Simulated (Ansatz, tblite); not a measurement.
# The cluster Ca10H4O12: rung by rung

An exercise on one series of results from a longer session: the logs are not shown, and one member is left open.

Program: Ansatz 0.2.0, Gaussian basis. Level of theory: as each input shows. These are calculated values, not measurements.

The runs, in order: GFN1-xTB, GFN2-xTB, PBE-D4/def2-TZVP, r2SCAN-D4/def2-TZVP, revPBE-D4/def2-TZVP, PBE-QIDH/def2-TZVP, LDA/def2-TZVP, PBE-D4/def2-SVP, PBE0-D4/def2-SVP, HF/STO-3G, HF/6-31G, B3LYP-D4/6-31G, MP2/def2-SVP, RPA/def2-SVP.

2 further runs of the same task are left out: 2 set aside as unsound or not needed.

### The structure

The geometry is that of the singlet, from an earlier relaxation (PBE-D4/def2-SVP).

26 atoms, charge 0, spin multiplicity 1.

Bond lengths: Ca1–O13 2.349 Å, Ca1–O15 2.390 Å, Ca1–O16 2.311 Å, Ca1–O18 2.885 Å, Ca1–O19 2.316 Å, Ca1–O21 2.318 Å, Ca2–O18 2.342 Å, Ca2–O20 2.241 Å, Ca2–O21 2.344 Å, Ca2–O22 2.204 Å, Ca3–O12 2.422 Å, Ca3–O15 2.252 Å, Ca3–O18 2.236 Å, Ca3–O20 2.169 Å, Ca4–O12 2.460 Å, Ca4–O13 2.267 Å, Ca4–O17 2.139 Å, Ca4–O18 2.262 Å and more. Angles: O13–Ca1–O15 86.1°, O13–Ca1–O16 78.1°, O13–Ca1–O18 79.1°, O13–Ca1–O19 90.8°, O13–Ca1–O21 159.8°, O15–Ca1–O16 99.5°, O15–Ca1–O18 76.4°, O15–Ca1–O19 156.3°, O15–Ca1–O21 87.0°, O16–Ca1–O18 157.1°, O16–Ca1–O19 102.9°, O16–Ca1–O21 121.8°, O18–Ca1–O19 79.9°, O18–Ca1–O21 80.8°, O19–Ca1–O21 87.9°, O18–Ca2–O20 87.6°, O18–Ca2–O21 93.0°, O18–Ca2–O22 90.0° and more.

As a file:

```
Ca    0.52875    0.13126    0.95070
Ca   -2.52480    0.14565    2.81887
Ca   -2.23786   -2.13045    0.61543
Ca   -1.77783    0.22846   -1.70649
Ca   -2.17828    2.42831    0.56624
Ca   -0.26803   -2.10151    3.08199
Ca   -0.23594    2.33765    3.09817
Ca    0.46716    2.50473   -1.27957
Ca    0.52417   -2.21074   -1.26010
Ca    2.66006    0.12022   -1.79154
O     2.47440   -2.06581   -2.37432
O    -1.76670   -2.23133   -1.75822
O     0.46175    0.06028   -1.39613
O     2.47079    2.25235   -2.39973
O    -0.00153   -2.19816    0.87484
O     2.77409    0.02742    0.41325
O    -1.66559    2.36261   -1.60808
O    -2.31857    0.10050    0.48650
O     0.09533    2.40588    0.92771
O    -2.36163   -2.08919    2.78041
O    -0.20489    0.10212    3.14969
O    -2.32170    2.34001    2.79334
H     3.09458   -2.71036   -2.74996
H    -2.20836   -2.76038   -2.44517
H     2.98813    2.91645   -2.88129
H     3.50870    0.02643    1.04757
```

PBE0-D4/def2-TZVP was run before; its log isn't repeated, and its numbers join the tables.

The first run:

Tight binding, by tblite at 300 K electronic temperature and without a spin-polarisation term:

```python
tblite.interface.Calculator('GFN1-xTB', numbers, positions, charge=0, uhf=0).singlepoint()
```

Tight binding, by tblite at 300 K electronic temperature and without a spin-polarisation term:

```python
tblite.interface.Calculator('GFN2-xTB', numbers, positions, charge=0, uhf=0).singlepoint()
```

start.molden holds the orbitals of an earlier run on this state, given as this run's starting guess.

in.yaml reads:

```yaml
crystal:
  periodic: [false, false, false]
  atoms:
    - {symbol: Ca, position_ang: [0.528752, 0.131257, 0.950700]}
    - {symbol: Ca, position_ang: [-2.524804, 0.145652, 2.818869]}
    - {symbol: Ca, position_ang: [-2.237859, -2.130446, 0.615431]}
    - {symbol: Ca, position_ang: [-1.777828, 0.228458, -1.706494]}
    - {symbol: Ca, position_ang: [-2.178282, 2.428309, 0.566238]}
    - {symbol: Ca, position_ang: [-0.268026, -2.101507, 3.081993]}
    - {symbol: Ca, position_ang: [-0.235941, 2.337652, 3.098175]}
    - {symbol: Ca, position_ang: [0.467161, 2.504731, -1.279569]}
    - {symbol: Ca, position_ang: [0.524168, -2.210744, -1.260098]}
    - {symbol: Ca, position_ang: [2.660063, 0.120220, -1.791541]}
    - {symbol: O, position_ang: [2.474396, -2.065807, -2.374322]}
    - {symbol: O, position_ang: [-1.766700, -2.231334, -1.758217]}
    - {symbol: O, position_ang: [0.461753, 0.060281, -1.396135]}
    - {symbol: O, position_ang: [2.470791, 2.252348, -2.399726]}
    - {symbol: O, position_ang: [-0.001532, -2.198157, 0.874842]}
    - {symbol: O, position_ang: [2.774094, 0.027416, 0.413254]}
    - {symbol: O, position_ang: [-1.665593, 2.362606, -1.608085]}
    - {symbol: O, position_ang: [-2.318567, 0.100505, 0.486497]}
    - {symbol: O, position_ang: [0.095327, 2.405884, 0.927713]}
    - {symbol: O, position_ang: [-2.361633, -2.089193, 2.780412]}
    - {symbol: O, position_ang: [-0.204890, 0.102124, 3.149686]}
    - {symbol: O, position_ang: [-2.321700, 2.340006, 2.793338]}
    - {symbol: H, position_ang: [3.094584, -2.710362, -2.749964]}
    - {symbol: H, position_ang: [-2.208356, -2.760377, -2.445169]}
    - {symbol: H, position_ang: [2.988125, 2.916448, -2.881293]}
    - {symbol: H, position_ang: [3.508698, 0.026431, 1.047568]}
basis:
  gaussian: {orbitals: def2-TZVP, fitting: {mean_field: def2-universal-jkfit}, initial_orbitals: start.molden}
hamiltonian: {xc: pbe, dispersion: d4}
scf: {omitted_lower_state_checks: [starts]}
output: {orbitals: {seedname: orbitals}}
```

Run with:

```
ansatz run in.yaml --threads 2 --pin off --events-out ev --progress --plain --max-ram 32768MiB --backend cuda --devices 0, --max-vram 18GiB
```

Steps of the session up to this table: PBE-D4/def2-TZVP; r2SCAN-D4/def2-TZVP; revPBE-D4/def2-TZVP; PBE-QIDH/def2-TZVP; LDA/def2-TZVP; PBE-D4/def2-SVP; PBE0-D4/def2-SVP; HF/STO-3G; HF/6-31G; B3LYP-D4/6-31G; MP2/def2-SVP; RPA/def2-SVP.

One table of the session follows, with a row left open; its other results are not shown here.

It belongs to the step «Binding energy». 

```
              level  binding an atom (eV)
          HF/STO-3G                 1.355
           HF/6-31G                 2.905
        HF/def2-SVP                 3.059
      LDA/def2-TZVP                 5.250
    PBE-D4/def2-SVP                 4.802
   PBE-D4/def2-TZVP                 4.644
revPBE-D4/def2-TZVP                 4.476
r2SCAN-D4/def2-TZVP                 4.660
     B3LYP-D4/6-31G                 4.458
   PBE0-D4/def2-SVP                 4.567
  PBE0-D4/def2-TZVP                     ?
       MP2/def2-SVP                 4.430
```

Estimate the missing values for PBE0-D4/def2-TZVP.

As computed: binding an atom (eV): 4.422. In the column «binding an atom (eV)» it lies between HF/def2-SVP (3.059) and MP2/def2-SVP (4.430).

Caveats from the session: Free atoms were run apart at each level; binding is atoms less cluster, divided by the number of atoms, without zero-point or spin-orbit terms.
